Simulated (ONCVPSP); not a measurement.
# I: generating and testing an ONCV potential

Task: generate the file, and judge it by its errors in other configurations, its logarithmic derivatives, its ghosts and its cutoff.

Program: ONCVPSP 4.0.1. Reference atom: PBE, scalar-relativistic, spherical and spin-unpolarised. All values are calculated.

## (1) Settings

The settings as typed:

```json
{
 "element": "iodine (I, Z = 53)",
 "type": "optimised norm-conserving Vanderbilt (ONCV)",
 "frozen core": "[Ar] 3d10",
 "valence charge": "25",
 "reference configuration": "4s2 4p6 4d10 5s2 5p5",
 "partial waves": "4s+5s: rc 1.25 bohr, ncon 3, nbas 6, qcut 7.7 1/bohr, 3 projectors, debl 1.8 Ha; 4p+5p: rc 1.55 bohr, ncon 4, nbas 9, qcut 9 1/bohr, 2 projectors; 4d: rc 1.00 bohr, ncon 4, nbas 8, qcut 10.9 1/bohr, 1 projector",
 "local potential": "polynomial inside 0.70 bohr (lpopt 5, dvloc0 0 Ha)",
 "core correction": "Teter function fitted to the true core (icmod 2), fcfact 0.7"
}
```

## (2) Generating the potential

I.dat reads:

```
# ATOM AND REFERENCE CONFIGURATION
# atsym  z   nc   nv     iexc    psfile
  I 53.00    6    5        4      upf
#
#   n    l    f
    1    0    2.00
    2    0    2.00
    2    1    6.00
    3    0    2.00
    3    1    6.00
    3    2   10.00
    4    0    2.00
    4    1    6.00
    4    2   10.00
    5    0    2.00
    5    1    5.00
#
# PSEUDOPOTENTIAL AND OPTIMIZATION
# lmax
    2
#
#   l,   rc,      ep,       ncon, nbas, qcut
    0    1.25    0.00    3    6    7.70
    1    1.55    0.00    4    9    9.00
    2    1.00    0.00    4    8   10.90
#
# LOCAL POTENTIAL
# lloc, lpopt,  rc(5),   dvloc0
    4    5    0.70    0.00
#
# VANDERBILT-KLEINMAN-BYLANDER PROJECTORs
# l, nproj, debl
    0    3    1.80
    1    2    3.70
    2    1    2.50
#
# MODEL CORE CHARGE
# icmod, fcfact, rcfact
    2    0.70    0.70
#
# LOG DERIVATIVE ANALYSIS
# epsh1, epsh2, depsh
   -8.00    5.00    0.04
#
# OUTPUT GRID
# rlmax, drl
    6.00    0.01
#
# TEST CONFIGURATIONS
# ncnf
    4
# nvcnf
#   n    l    f
    5
    4    0    2.00
    4    1    6.00
    4    2   10.00
    5    0    2.00
    5    1    4.00
#
    5
    4    0    2.00
    4    1    6.00
    4    2   10.00
    5    0    2.00
    5    1    3.00
#
    5
    4    0    2.00
    4    1    6.00
    4    2   10.00
    5    0    2.00
    5    1    2.00
#
    5
    4    0    1.00
    4    1    6.00
    4    2   10.00
    5    0    2.00
    5    1    5.00
#
```

On the command line:

```
oncvpsp.x < I.dat > I.out
```

**Question.** What will these runs give? Wanted: cutoffs for 1 and 0.1 mHa per electron, occupied waves; bound ghosts; GHOST(+) flags; largest test error; largest phase difference near zero energy, channels read; rms error of d²Exc/dn², without and with the model core.

**Answer**, as computed:

| quantity | value |
| --- | --- |
| cutoffs for 1 and 0.1 mHa per electron, occupied waves | 54 Ha and 82 Ha |
| bound ghosts | none found |
| GHOST(+) flags | s at 271 eV |
| largest test error (AE − PS) | -610 meV, for 4s1 4p6 4d10 5s2 5p5 |
| largest phase difference near zero energy, channels read | 0.002 rad |
| rms error of d²Exc/dn², without and with the model core | 3.74 and 1.70 mHa |

In words: By total energies transferability is poor: the largest error is 610 meV on 189.9 eV, for 4s1 4p6 4d10 5s2 5p5. That test lies far up in energy; among those under 40 eV, nearer to bonding, the largest error is 8.1 meV. It counts as hard, with 54 Ha needed at the looser tolerance. At the looser tolerance the 4d wave is the slowest; 4p needs 29 Ha. The program's ghost test flags no bound state. Near zero energy the phases of the channels with partial waves agree within 0.002 rad. The program also flags highly localised states, GHOST(+) (s). All of this concerns the isolated atom, not yet a solid.
